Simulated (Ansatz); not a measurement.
# SrFeO3, space group Pm-3m: a Hubbard U by linear response

Program: Ansatz's Python interface.

`srfeo3.py`:
```python
'''Hubbard U of SrFeO3 from linear response.'''

import ansatz as az


def main() -> None:
    xtal = (
        az.Lattice.from_parameters(3.828814, 3.828814, 3.828814, alpha=90.0, beta=90.0, gamma=90.0)
        .atom('Sr', [0.0, 0.0, 0.0])
        .atom('Fe', [0.5, 0.5, 0.5])
        .atom('O', [0.0, 0.5, 0.5])
        .atom('O', [0.5, 0.0, 0.5])
        .atom('O', [0.5, 0.5, 0.0])
        .moments(Fe=4.5)
    )

    calculation = xtal.calculation()
    calculation = calculation.kpoints(6)
    calculation = calculation.functional('pbesol')
    calculation = calculation.occupations('Gaussian')
    calculation = calculation.spin('collinear')
    calculation = calculation.basis(470).hubbard('Fe', 'd', u_eff='linear-response')
    calculation = calculation.band_table()
    # within one cell the perturbed atoms see their images, so U is that of this cell
    found = []


    def keep(event):
        if event['event'] == 'lr_u_result':
            found.append(event['data'])


    done = calculation.session().plan().execute(on_event=keep)
    rep = done.report
    for orbit in found[-1]['orbits']:
        print(f'sites {orbit["sites"]}: n0 = {orbit["n0"]:.3f}, chi0 = {orbit["chi0_per_ev"]:.4f}/eV, chi = {orbit["chi_per_ev"]:.4f}/eV, U = {orbit["u_ev"]:.2f} eV')
    print('cycles:', found[-1]['n_cycles'], ' band edges:', rep.get('band_edges_ev'))
    print(f'net moment {rep["magnetization_mub"]:.3f} muB, absolute {rep["absolute_magnetization_mub"]:.3f} muB')
    for index, (site, m) in enumerate(zip(done.lattice.sites, rep['site_moments_mub'])):
        print(f'  {index:2d} {site.symbol:2s} {m:7.3f}')


if __name__ == '__main__':
    main()
```

```console
$ python srfeo3.py
sites [1]: n0 = 6.115, chi0 = -0.5302/eV, chi = -0.1747/eV, U = 3.84 eV
cycles: 1  band edges: None
net moment 4.078 muB, absolute 4.209 muB
   0 Sr   0.008
   1 Fe   3.362
   2 O    0.103
   3 O    0.103
   4 O    0.103
```

What to keep in mind:
- Other magnetic orders than the one started from may lie lower.
- The mesh is modest for a metal, so energies can be off by several to tens of meV an atom and pressures by half a GPa or more; differences at equal mesh fare better.
- With one magnetic atom the cell can hold only ferromagnetic order.
- This cell is a computed structure, which may not be the phase found in nature.
- Levels are Kohn-Sham eigenvalues on this mesh, without spin-orbit coupling.
- The computed U depends on the projectors, on the cell (the perturbed atoms see their images) and on the spin treatment typed in the script; a run with no .spin step is spin-unpolarised.
- Wall time of the script: 4.3 min on 1 thread of Arm Neoverse N1, with other jobs on the host, peak memory 0.75 GiB.
